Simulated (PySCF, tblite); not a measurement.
# CH₇N₂Si radical: geometry, infrared bands and EPR parameters

Wanted: the infrared bands and EPR parameters of CH₇N₂Si radical (`[CH2][SiH](N)N`), by calculation.

Computed with tblite 0.8.0 and PySCF 2.14.0, with density-fitted response routines of our own, on a single molecule in the gas phase. Atoms are numbered from 0 throughout.

## (1) The molecule as given

11 atoms, charge 0, multiplicity 2; geometry from: force field or distance geometry start.

Bonds of the start (Å): C0–Si1 1.77, Si1–N2 1.70, Si1–N3 1.67, C0–H4 1.09, C0–H5 1.09, Si1–H6 1.47, N2–H7 1.01, N2–H8 1.01, N3–H9 1.03, N3–H10 1.01.

## (2) Geometry optimisation with GFN2-xTB

The job: settings as JSON, then the geometry in Å.

```
{"job": {"kind": "relax", "xc": "GFN2-xTB", "basis": "xTB"}, "charge": 0, "multiplicity": 2}
C     -1.452200    -0.931700    -0.209000
Si     0.099500    -0.123300    -0.449700
N      1.016900    -0.220700     0.972700
N     -0.078800     1.542000    -0.470400
H     -1.949900    -0.903200     0.762900
H     -1.963600    -1.386600    -1.053900
H      0.925600    -0.591500    -1.566000
H      1.058800    -1.183200     1.272700
H      1.972600     0.040100     0.764600
H     -0.459900     1.797200     0.448800
H      0.836400     1.963500    -0.498600
```

On the command line:

```
$ OMP_NUM_THREADS=1 python probes_run.py task.json out
```

One launch serves the whole session: the jobs run in the order shown.

**Question.** This job is followed by: GFN2-xTB harmonic vibrations, gas phase; UKS B3LYP, pcH-1 on C H N Si, non-relativistic, mean-field spin-orbit, GIAO. Predict these results of the whole session: strongest single infrared mode (GFN2-xTB); zero-point energy (GFN2-xTB); g(iso) (B3LYP); ⟨S²⟩; largest a(iso) (averaged by class); potential on the surface of density 0.002 e/bohr³, 1st and 99th percentile.

As calculated:

| quantity | value |
| --- | --- |
| strongest single infrared mode (GFN2-xTB) | 555 cm⁻¹, 345 km/mol |
| zero-point energy (GFN2-xTB) | 51.2 kcal/mol |
| g(iso) (B3LYP) | 2.00261 |
| ⟨S²⟩ | 0.753 (exact 0.75) |
| largest a(iso) (averaged by class) | 13C on C0, 83.6 MHz |
| potential on the surface of density 0.002 e/bohr³, 1st and 99th percentile | -1.57 V and 1.54 V |

In words: The optimisation took 101 steps and gained 0.730 eV; among the close pairs (by a distance rule), C0–Si1 changed most, from 1.766 to 1.847 Å. No mode is imaginary among the 27: a minimum at this level. The strongest single mode, at 555 cm⁻¹, is carried by H8, H7, H10, N2. GFN2-xTB is a fitted tight-binding method: band positions and strengths are rough. Its intensities can rank the bands wrongly. Most of the unpaired spin sits on C0 (1.06 e). The isotropic g lies 0.3 ppt above the free-electron value. These values are for one conformer; the search (at its own cheap level) found 1 more, at 1.02 kcal/mol, and measured spectra average over such forms.
